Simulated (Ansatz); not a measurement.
# LaZn (Pm-3m): relaxations under a series of pressures in Python

How does LaZn (Pm-3m) give way under pressure? The task is relaxations under a series of pressures, for LaZn (Pm-3m).

All numbers are computed with Ansatz 0.2.0, driven from Python. Level of theory: DFT r2SCAN, plane waves, PAW.

### Step 1. Starting point

The structure is cubic, space group Pm-3m (No. 221). Conventional cell: a = 3.750 Å, b = 3.750 Å, c = 3.750 Å, α = 90.00°, β = 90.00°, γ = 90.00°. Around La (site symmetry m-3m) lie 8 Zn at 3.25 Å. Zn (site symmetry m-3m) is surrounded by 8 La at 3.25 Å.

No structure file is read: the coordinates are typed or built in the script.

### Step 2. The script

Contents of compress_lazn.py:

```python
import ansatz
import numpy as np
import pandas as pd

def edges_and_angles(cell):
    cell = np.asarray(cell)
    a, b, c = np.linalg.norm(cell, axis=1)
    cosines = cell[1] @ cell[2] / (b * c), cell[0] @ cell[2] / (a * c), cell[0] @ cell[1] / (a * b)
    return (a, b, c, *np.degrees(np.arccos(cosines)))


def main() -> None:
    crystal = (
        ansatz.Lattice.of((3.75, 0.0, 0.0), (0.0, 3.75, 0.0), (0.0, 0.0, 3.75))
        .atom("La", (0.5, 0.5, 0.5))
        .atom("Zn", (0.0, 0.0, 0.0))
    )

    calc = crystal.calculation()
    calc = calc.functional("r2scan")
    calc = calc.kpoints(9, 9, 9)
    calc = calc.occupations(ansatz.OccupationsMethod.FERMI_DIRAC)

    rows = []
    for pressure in [-2, 0, 2, 5, 10]:
        done = calc.relax(cell=True, pressure=pressure).run(threads=1)
        cell = done.lattice.cell_ang
        n_atoms = len(done.lattice.sites)
        volume = abs(np.linalg.det(cell)) / n_atoms
        enthalpy = done.report["free_energy_ev"] / n_atoms + pressure * volume / 160.21766
        rows.append((pressure, volume, enthalpy, *edges_and_angles(cell)))
        print(f"{pressure} GPa done: {volume:.4f} A^3/atom")

    table = pd.DataFrame(rows, columns=["P_GPa", "V_A3_atom", "H_eV_atom", "a", "b", "c", "alpha", "beta", "gamma"])
    print(table.round(4).to_string(index=False))
    p, v = np.array([row[0] for row in rows], float), np.array([row[1] for row in rows])
    print("mean bulk modulus between rows (GPa):", np.round(-np.diff(p) / np.diff(np.log(v)), 1))


if __name__ == "__main__":
    main()
```

### Step 3. What the engine is handed

The package turns the script's settings into the engine's input (first run):

```yaml
crystal:
  lattice:
    - [3.75, 0.0, 0.0]
    - [0.0, 3.75, 0.0]
    - [0.0, 0.0, 3.75]
  atoms:
    - { symbol: La, position: [0.5, 0.5, 0.5] }
    - { symbol: Zn, position: [0.0, 0.0, 0.0] }
kpoints:
  mp_grid:
    grid: [9, 9, 9]
hamiltonian:
  xc: r2scan
scf:
  occupations:
    method: fermi_dirac
relax:
  cell:
    p_target: -2.0
```

### Step 4. The run

Run with:

```
$ python compress_lazn.py
```

**Question.** How far does the cell shrink over this series of pressures, and what bulk modulus does the first step imply?

As calculated:

| quantity | value |
| --- | --- |
| bulk modulus between neighbouring pressures | 45.6 to 74.9 GPa |
| runs compared | 5 |
| range of energy | 104.35 meV/atom |

**Reading.** The crystal stiffens as it is compressed. The volume falls from 27.75 Å³ an atom at -2 GPa to 22.76 at 10 GPa, by 18.0 %. Between -2 and 0 GPa, -V dP/dV is about 46 GPa, a mean over that step. In run 1, over 2 moves the cell grew by 5.3 % in volume under the -2 GPa asked, and the space group stayed Pm-3m. In run 5, the volume shrank by 13.7 % over 3 moves under the 10 GPa asked, and the space group stayed Pm-3m. Caveats:
- At a fixed pressure a relaxation lowers the enthalpy F + PV, while F alone can rise.
- Symmetry holds the cell in this phase, so another phase that may be stable under pressure is not reached.
